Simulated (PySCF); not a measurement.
# C6H10O2: the cost of one run

Computed with PySCF 2.14.0 and routines of our own; the level stands in each step. Atoms count from 0.

## (1) The starting structure

18 atoms, charge 0, multiplicity 1; geometry from: GFN2-xTB.

## (2) Excited states: TDA wB97X-D/def2-SVPD

Job settings and geometry (Å):

```
{"job": {"kind": "states", "xc": "wB97X-D", "basis": "def2-SVPD", "tda": true, "soc": true, "nstates": 6, "ntriplets": 4, "nquad": 4}, "charge": 0, "multiplicity": 1}
C      0.932241     1.071643     1.156629
C      0.856651     0.242607     0.128681
C      1.910271     0.162537    -0.931139
C     -0.329657    -0.678868    -0.109258
C     -1.044372    -1.139797     1.156195
C     -1.228018     0.109081    -1.041900
O     -1.092242     0.154519    -2.237080
O     -2.167755     0.814074    -0.404649
H      0.166919     1.141185     1.908217
H      1.784031     1.717191     1.287559
H      2.662544     0.935016    -0.797095
H      1.452680     0.275435    -1.913273
H      2.398934    -0.811377    -0.902164
H      0.028637    -1.547944    -0.669823
H     -1.539236    -0.310566     1.651179
H     -0.326943    -1.584791     1.841302
H     -1.796944    -1.884156     0.906007
H     -2.676502     1.340529    -1.041044
```

Level: TDA wB97X-D/def2-SVPD excited states, vertical, gas phase, spin-orbit mean-field couplings.

Started as:

```
OMP_NUM_THREADS=1 python excited_run.py task.json out
```

The driver reads the jobs from task.json and runs them one after another.

**Question.** How long does this first job take on 1 thread of Arm Neoverse V1, shared host, and how much memory does it need?

About 63 s, with a peak of 0.96 GiB.
